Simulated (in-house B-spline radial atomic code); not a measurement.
**Ag⁶⁺: excited configurations**

Wanted: excitation energies of Ag⁶⁺ as differences of total energies (ΔSCF).

Method: non-relativistic Hartree-Fock, average of configuration, point nucleus, basis-set limit. Code: in-house B-spline radial atomic code version 1.

### 1 Starting point

* element: silver (Z = 47)
* charge: +6
* electrons: 41
* configuration: [Kr] 4d5
* Hamiltonian: non-relativistic
* nucleus: point

The outer shells:

[Kr] 4d5
```
[Kr] core
4d [↑ ][↑ ][↑ ][↑ ][↑ ]
```

The boxes draw the filling by Hund's rule, which heavy ions in jj coupling don't follow; these runs average over all states of the configuration.

Input settings:

```ini
Z = 47
electrons = 41.0
configuration = [Kr] 4d5
hamiltonian = nr
method = hf
spin_polarised = False
```

The reference is known from an earlier run: -5187.955413 hartree in all. Up to eight levels, counted from the top:

```csv
orbital,occupation,energy (eV),<r> (bohr)
2s,2,-3772.84,0.1403
2p,6,-3508.93,0.1201
3s,2,-806.47,0.3785
3p,6,-698.42,0.3709
3d,10,-500.52,0.3442
4s,2,-203.10,0.9166
4p,6,-164.71,0.9680
4d,5,-105.68,1.115
```

### 2 Run with [Ar] 3d10 4s2 4p5 4d4 5s1 5d1

Input settings:

```ini
Z = 47
electrons = 41.0
configuration = [Ar] 3d10 4s2 4p5 4d4 5s1 5d1
hamiltonian = nr
method = hf
spin_polarised = False
```

### 3 [Ar] 3d8 4s2 4p6 4d5 5f1 6g1

Input settings:

```ini
Z = 47
electrons = 41.0
configuration = [Ar] 3d8 4s2 4p6 4d5 5f1 6g1
hamiltonian = nr
method = hf
spin_polarised = False
```

### 4 [Ar] 3d10 4s2 4p5 4d4 4f1 5d1

Input settings:

```ini
Z = 47
electrons = 41.0
configuration = [Ar] 3d10 4s2 4p5 4d4 4f1 5d1
hamiltonian = nr
method = hf
spin_polarised = False
```

### 5 Configuration [Kr] 4d3 5g1 6f1

Input settings:

```ini
Z = 47
electrons = 41.0
configuration = [Kr] 4d3 5g1 6f1
hamiltonian = nr
method = hf
spin_polarised = False
```

**Question.** How far above the reference does each configuration lie (order and size, in eV)?

**Answer**, as computed:

| net move | configuration | energy above the reference (eV) | largest <r> (bohr) |
| --- | --- | --- | --- |
| 4d, 4p → 5d, 5s | [Ar] 3d10 4s2 4p5 4d4 5s1 5d1 | 150.94 | 2.59 |
| 2×4d → 5g, 6f | [Kr] 4d3 5g1 6f1 | 171.46 | 5.49 |
| 4d, 4p → 4f, 5d | [Ar] 3d10 4s2 4p5 4d4 4f1 5d1 | 172.22 | 2.63 |
| 2×3d → 5f, 6g | [Ar] 3d8 4s2 4p6 4d5 5f1 6g1 | 967.16 | 5.97 |

The energies run from 150.94 eV (4d, 4p → 5d, 5s) to 967.16 eV (2×3d → 5f, 6g). Koopmans' estimate of the ionisation threshold is 105.68 eV; 4 configurations exceed it by over 2 % and could autoionise. Two partly filled shells share a symmetry and can mix in the average, which may lower the energy, for: 4d, 4p → 5d, 5s; 4d, 4p → 4f, 5d; 2×3d → 5f, 6g. These are averages over configurations, without correlation, not spectroscopic levels.
